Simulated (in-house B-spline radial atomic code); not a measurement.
**Rh⁴⁰⁺: symmetry-violating constants of one valence electron**

Aim: for Rh⁴⁰⁺, one electron outside the core [He] 2s2, the dipole amplitudes that the weak charge of the nucleus induces, the enhancement of an electron EDM and the field-shift constants, at three levels.

Method: Dirac-Hartree-Fock, RPA and Brueckner orbitals, sums over states, B-spline basis. Code: an in-house B-spline radial atomic code, version 1.

## 1. The system

- element: rhodium (Z = 45)
- charge: +40
- closed core: [He] 2s2
- nucleus: mass number 103, rms radius 4.495 fm

## 2. The run and its levels

Settings:

```ini
basis_form = 2
Z = 45
core_configuration = [He] 2s2
rms_radius = 4.4945
mass_number = 103
speed_of_light = 137.035999084
box_radius = 1.707
lmax = 6
intervals = 55
virtual_cutoff = 4050.0
```

The run is started by

```console
$ python run_mb.py task.json out
```

The settings stand in task.json.

The runs that follow: Parity-violating amplitudes; T-violating constants; Response to the nuclear radius.

Before running it: what results should come out? Wanted: E1; EDM enhancement, 3s1/2; atomic EDM per C_SP and nucleon, 3s1/2; field shift, 3s1/2.

The runs gave:

```
                               quantity                    value
E1 (4s1/2 – 3s1/2) per unit weak charge  0.003750 × 10⁻¹¹ e bohr
                 EDM enhancement, 3s1/2                    108.7
 atomic EDM per C_SP and nucleon, 3s1/2     -0.5260 × 10⁻²⁰ e cm
                     field shift, 3s1/2            402.4 GHz/fm²
```

**Reading.** For 4s1/2 – 3s1/2 core polarisation (RPA) moves the amplitude by +8.1 % and the Brueckner orbitals by a further -0.62 %. The EDM enhancement of 3s1/2 is 109, so in that state the EDM exceeds the electron's own. It is not the lowest valence state computed (2p1/2). These effects come from s and p1/2 electrons at the nucleus and grow steeply with Z. 2p3/2 has no density at the nucleus, so its DHF field shift is near zero; the RPA value, -68.7 GHz/fm², comes from the core's response and has the opposite sign to that of the s states. Breit, QED, the neutron skin and higher orders are left out.
